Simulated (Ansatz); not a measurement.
# AlH6NO2: the cost of one run

Program: Ansatz 0.2.0. Level of theory: RHF/cc-pVDZ. These are calculated values, not measurements.

1 further run of the same task is left out (it didn't finish).

### Step 1. Starting point

Bond lengths: Al1–N2 2.270 Å, N2–H3 1.060 Å, N2–H4 1.060 Å, Al1–O5 1.780 Å, O5–H6 1.010 Å, Al1–O7 1.780 Å, O7–H8 1.010 Å. Angles: Al1–N2–H3 120.0°, Al1–N2–H4 120.0°, H3–N2–H4 120.0°, N2–Al1–O5 120.0°, N2–Al1–O7 120.0°, O5–Al1–O7 120.0°, Al1–O5–H6 109.5°, Al1–O7–H8 109.5°.

Structure file:

```xyz
10

Al    0.0000    0.0000    0.0000
N     0.0000    0.0000    2.2700
H    -0.8770   -0.2713    2.8000
H     0.8770    0.2713    2.8000
O     1.5415    0.0000   -0.8900
H     1.8414   -0.9519   -1.0449
O    -1.5415    0.0000   -0.8900
H    -2.0512   -0.8467   -0.6815
H    -0.2326    1.7497    0.5865
H    -0.1826    1.3735    1.5699
```

### Step 2. A restrained relaxation towards end A

Springs on the bonds that form and break draw the guess towards this end; the thresholds are loose.

File input.yaml:

```yaml
crystal:
  periodic: [false, false, false]
  atoms:
    - { symbol: Al, position_ang: [0.0, 0.0, 0.0] }
    - { symbol: "N", position_ang: [0.0, 0.0, 2.27] }
    - { symbol: H, position_ang: [-0.877, -0.2713, 2.8] }
    - { symbol: H, position_ang: [0.877, 0.2713, 2.8] }
    - { symbol: O, position_ang: [1.5415, 0.0, -0.89] }
    - { symbol: H, position_ang: [1.8414, -0.9519, -1.0449] }
    - { symbol: O, position_ang: [-1.5415, 0.0, -0.89] }
    - { symbol: H, position_ang: [-2.0512, -0.8467, -0.6815] }
    - { symbol: H, position_ang: [-0.2326, 1.7497, 0.5865] }
    - { symbol: H, position_ang: [-0.1826, 1.3735, 1.5699] }
basis:
  gaussian: { orbitals: cc-pVDZ }
hamiltonian:
  xc: hf
relax:
  f_tol: 0.15
  max_steps: 25
  restrain:
    - { distance: [0, 8], at: 2.76, k: 30.0 }
    - { distance: [9, 1], at: 2.26, k: 30.0 }
    - { distance: [0, 1], at: 1.92, k: 30.0 }
    - { distance: [9, 8], at: 0.66, k: 30.0 }
```

Launch:

```console
$ ansatz run input.yaml --threads 1 --pin off --max-ram 2048MiB --backend cpu --events-out ev --progress --plain --runs-dir out
```

Q: Estimate wall time and peak memory on 1 thread of Arm Neoverse V2, shared host.

About 17 s, with a peak of 0.16 GiB.
